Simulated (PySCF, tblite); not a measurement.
# C6H14FNSi: geometry, infrared bands and NMR shifts

Wanted: the infrared bands and NMR shifts of C6H14FNSi (`CC(C)[C@@H]1C[Si@H](CF)N1`), by calculation.

The runs use tblite 0.8.0 and PySCF 2.14.0, with density-fitted response routines of our own; the level of theory stands in each step. All values are computed, except where a source is named. Atoms count from 0, in the outputs and in this text.

## 1. The starting structure

23 atoms, charge 0, multiplicity 1; geometry from: force field or distance geometry start.

Bonds of the start (Å): C0–C1 1.51, C1–C2 1.50, C1–C3 1.52, C3–C4 1.50, C4–Si5 1.86, Si5–C6 1.84, C6–F7 1.36, Si5–N8 1.75, N8–C3 1.48, C0–H9 1.10, C0–H10 1.10, C0–H11 1.11, C1–H12 1.07, C2–H13 1.11, C2–H14 1.13, C2–H15 1.11, C3–H16 1.10, C4–H17 1.10, C4–H18 1.11, Si5–H19 1.47, C6–H20 1.12, C6–H21 1.13, N8–H22 1.03.

## 2. Optimising the geometry with GFN2-xTB

What the job is given:

```
{"job": {"kind": "relax", "xc": "GFN2-xTB", "basis": "xTB"}, "charge": 0, "multiplicity": 1}
C     -1.976500     1.300900    -0.136200
C     -1.448900    -0.073800    -0.485900
C     -2.583800    -1.043400    -0.322500
C     -0.332700    -0.327800     0.511300
C      0.707300     0.742400     0.345400
Si     2.115600    -0.437000     0.624900
C      3.487500    -0.060800    -0.544500
F      3.979100    -1.115600    -1.249000
N      0.696100    -1.272400     0.030100
H     -3.060000     1.258200     0.067200
H     -1.482400     1.697900     0.767000
H     -1.760800     1.986900    -0.976900
H     -1.023600    -0.069900    -1.470800
H     -2.951500    -1.327900    -1.331700
H     -3.422100    -0.481700     0.191300
H     -2.351100    -1.956200     0.260700
H     -0.615800    -0.561000     1.549200
H      0.732300     1.534700     1.103400
H      0.735600     1.072400    -0.717100
H      2.477800    -0.640700     2.033900
H      4.322000     0.378200     0.063500
H      3.154900     0.768100    -1.231200
H      0.596100    -1.344400    -0.994700
```

Command:

```console
$ OMP_NUM_THREADS=1 python probes_run.py task.json out
```

The driver reads the jobs from task.json and runs them one after another.

**Question.** This job is followed by: GFN2-xTB harmonic vibrations, gas phase; GIAO PBE0/pcSseg-1 NMR shielding, non-relativistic, gas phase. What will the session give for the following? strongest single infrared mode (GFN2-xTB); zero-point energy (GFN2-xTB); 13C shifts against TMS (PBE0/pcSseg-1); 1H shifts against TMS (PBE0/pcSseg-1, means over atoms taken as alike); 29Si shifts against TMS (PBE0/pcSseg-1); 19F shifts against CFCl3 (PBE0/pcSseg-1); 15N shifts against NH3 (PBE0/pcSseg-1).

The runs gave:

| quantity | value |
| --- | --- |
| strongest single infrared mode (GFN2-xTB) | 2218 cm⁻¹, 352 km/mol |
| zero-point energy (GFN2-xTB) | 120.2 kcal/mol |
| 13C shifts against TMS (PBE0/pcSseg-1) | 85.6, 65.1, 44.7, 20.6, 19.3, 18.9 ppm |
| 1H shifts against TMS (PBE0/pcSseg-1, means over atoms taken as alike) | 5.76, 5.00, 4.67, 3.25, 1.59, 1.20, 1.12, 1.01, 0.96, 0.84 ppm |
| 29Si shifts against TMS (PBE0/pcSseg-1) | -10.6 ppm |
| 19F shifts against CFCl3 (PBE0/pcSseg-1) | -310.0 ppm |
| 15N shifts against NH3 (PBE0/pcSseg-1) | 52.5 ppm |

**Reading.** The optimisation took 140 steps and gained 2.252 eV; among the close pairs (by a distance rule), Si5–C6 changed most, from 1.842 to 1.915 Å. No mode is imaginary among the 63: a minimum at this level. The strongest single mode, at 2218 cm⁻¹, moves mainly H19. Unscaled tight-binding wavenumbers are off by several per cent, some by more. Its intensities can rank the bands wrongly. At PBE0/pcSseg-1: The widest tensor belongs to C6: span 100 ppm, with a paramagnetic part of -150 ppm.
